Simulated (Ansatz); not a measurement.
The system is MoI.

```
Mo I
1.0
     0.00000    3.17885    3.17885
     3.17885    0.00000    3.17885
     3.17885    3.17885    0.00000
Mo I
1 1
Direct
  0.00000 0.00000 0.00000
  0.75000 0.75000 0.75000
```

The cell was built by a generator and needn't be a form met in nature.

```yaml
Program: Ansatz 0.2.0
Task: relaxation of cell and atoms
Functional: PBE
Potentials_or_basis: Ansatz PAW
Cutoff: "420 eV (not typed: the program's choice for these potentials)"
k_mesh: 7 × 7 × 7
Occupations: fermi-dirac, width 0.05 eV
Spin: no spin polarisation
Hubbard_terms: Mo d U = 8 eV
```

At the start: volume 32.12 Å³/atom.

Question: Where does the relaxation end?

Answer: It ends after 4 steps and the volume is 34.97 Å³/atom (+8.9 %); space group F-43m (No. 216, to 0.05 Å).

The path:
| step | energy change (eV) | largest force (eV/Å) | volume (Å³) |
| --- | --- | --- | --- |
| 1 | 0.0000 | 0.0000 | 64.25 |
| 2 | -0.0491 | 0.0000 | 71.36 |
| 3 | -0.0525 | 0.0000 | 69.94 |
| 4 | -0.0533 | 0.0000 | 69.94 |

Final structure:
```
CELL_PARAMETERS angstrom
0.00000 3.27020 3.27020
3.27020 0.00000 3.27020
3.27020 3.27020 0.00000
ATOMIC_POSITIONS crystal
Mo 0.00000 0.00000 0.00000
I 0.75000 0.75000 0.75000
```

Caveat: the plane-wave basis is chosen anew once the cell has moved, so the energies of steps on either side of that aren't comparable; an odd number of electrons without spin polarisation forces a metal; a magnetic or distorted state may lie lower; U without spin polarisation on a metal has little footing.
